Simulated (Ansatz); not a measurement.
# Mo (bcc type): the cost of one run

Program: Ansatz 0.2.0. Level of theory: DFT, PBE, PAW with Ansatz's default frozen-core files, scalar-relativistic. These are calculated values, not measurements.

## (1) The starting structure

It takes space group Im-3m (No. 229, cubic). The conventional cell has a = 3.163 Å, b = 3.163 Å, c = 3.163 Å, α = 90.00°, β = 90.00°, γ = 90.00°. Around Mo (site symmetry m-3m) lie 8 Mo at 2.74 Å.

Structure file:

```cif
data_structure
_symmetry_space_group_name_H-M 'Im-3m'
_symmetry_Int_Tables_number 229
_cell_length_a 3.1628
_cell_length_b 3.1628
_cell_length_c 3.1628
_cell_angle_alpha 90.000
_cell_angle_beta 90.000
_cell_angle_gamma 90.000
_cell_volume 31.64
loop_
_atom_site_label
_atom_site_type_symbol
_atom_site_symmetry_multiplicity
_atom_site_Wyckoff_symbol
_atom_site_fract_x
_atom_site_fract_y
_atom_site_fract_z
_atom_site_occupancy
Mo1 Mo 2 a 0.00000 0.00000 0.00000 1
```

The file gives the conventional cell by its symmetry; the runs use the cell typed in the input.

## (2) Cell relaxed at zero pressure, PAW

Input file input.yaml:

```yaml
crystal:
  lattice:
    - [-1.5813925127, 1.5813925127, 1.5813925127]
    - [1.5813925127, -1.5813925127, 1.5813925127]
    - [1.5813925127, 1.5813925127, -1.5813925127]
  atoms:
    - { symbol: Mo, position: [0.0, 0.0, 0.0] }
kpoints:
  mp_grid: { grid: [19, 19, 19] }
scf:
  occupations: { method: fermi_dirac, width: 0.05 }
hamiltonian:
  xc: pbe
  pseudopotentials: { kind: paw }
output:
  forces: true
  stress: true
  write_density: true
  write_potential: true
  elf: true
  volumetric_format: npy
relax:
  f_tol: 0.005
  max_steps: 40
  cell: {}
```

Run with:

```console
$ ansatz run input.yaml --threads 1 --pin off --max-ram 3584MiB --backend cpu --events-out ev --progress --plain --runs-dir out
```

Q: Estimate wall time and peak memory on 1 thread of Intel Xeon Platinum 8488C (Sapphire Rapids), shared host.

About 6.4 s, with a peak of 0.39 GiB.
